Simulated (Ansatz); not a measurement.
# AlInSb2: the cost of one run

Computed with Ansatz 0.2.0 (DFT r2SCAN, scalar-relativistic, plane waves, PAW, unless a step's input says otherwise).

### 1 Starting point

Symmetry: P-4m2, No. 115, tetragonal system. Conventional cell: a = 4.506 Å, b = 4.506 Å, c = 6.349 Å, α = 90.00°, β = 90.00°, γ = 90.00°. Around Al (site symmetry -4m2) lie 4 Sb at 2.70 Å. In (site symmetry -4m2) has 4 Sb at 2.82 Å in its first shell of neighbours. Sb (site symmetry 2mm) has 2 Al at 2.70 Å and 2 In at 2.82 Å in its first shell of neighbours.

As a file:

```cif
data_structure
_symmetry_space_group_name_H-M 'P 1'
_symmetry_Int_Tables_number 1
_cell_length_a 4.5062
_cell_length_b 4.5062
_cell_length_c 6.3488
_cell_angle_alpha 90.000
_cell_angle_beta 90.000
_cell_angle_gamma 90.000
_cell_volume 128.92
loop_
_atom_site_label
_atom_site_type_symbol
_atom_site_fract_x
_atom_site_fract_y
_atom_site_fract_z
_atom_site_occupancy
Al1 Al 0.00000 0.00000 0.00000 1
In1 In 0.50000 0.50000 0.50000 1
Sb1 Sb 0.00000 0.50000 0.23337 1
Sb2 Sb 0.50000 0.00000 0.76663 1
```

It goes back to an entry of the Materials Project, which need not be the stable form.

No relaxation comes first: the listed cell is the starting point.

### 2 The reference cell

Reference values: F = -19151.4796 eV; pressure -0.10 GPa; largest force 0.020 eV/Å; gap on the mesh 0.94 eV. It was computed beforehand with the settings of the runs below.

### 3 Next: a tetragonal deformation path

At fixed volume and fractional coordinates, lengths along (0.000, 0.000, 1.000) are scaled against those across it; ρ is that ratio over its starting value.

### 4 ρ = 0.850

The input, input.yaml:

```yaml
crystal:
  lattice:
    - [4.7570111222, 0.0, 0.0]
    - [0.0, 4.7570111222, 0.0]
    - [0.0, 0.0, 5.6969075175]
  atoms:
    - { symbol: Al, position: [0.0, 0.0, 0.0] }
    - { symbol: In, position: [0.5, 0.5, 0.5] }
    - { symbol: Sb, position: [0.0, 0.5, 0.23336537] }
    - { symbol: Sb, position: [0.5, 0.0, 0.76663463] }
basis:
  ecutwfc: 500
kpoints:
  mp_grid: { grid: [8, 8, 6] }
hamiltonian:
  xc: r2scan
scf:
  occupations: { method: gaussian, width: 0.05 }
output:
  forces: true
  stress: true
  eigenvalues: true
```

The run is started by

```sh
$ ansatz run input.yaml --threads 1 --pin off --max-ram 2560MiB --backend cpu --events-out ev --progress --plain --runs-dir out
```

What time and memory should one allow on 1 thread of Intel Xeon Platinum 8259CL at 2.50GHz (Skylake/Cascade Lake), shared host?

About 47 s, with a peak of 0.72 GiB.
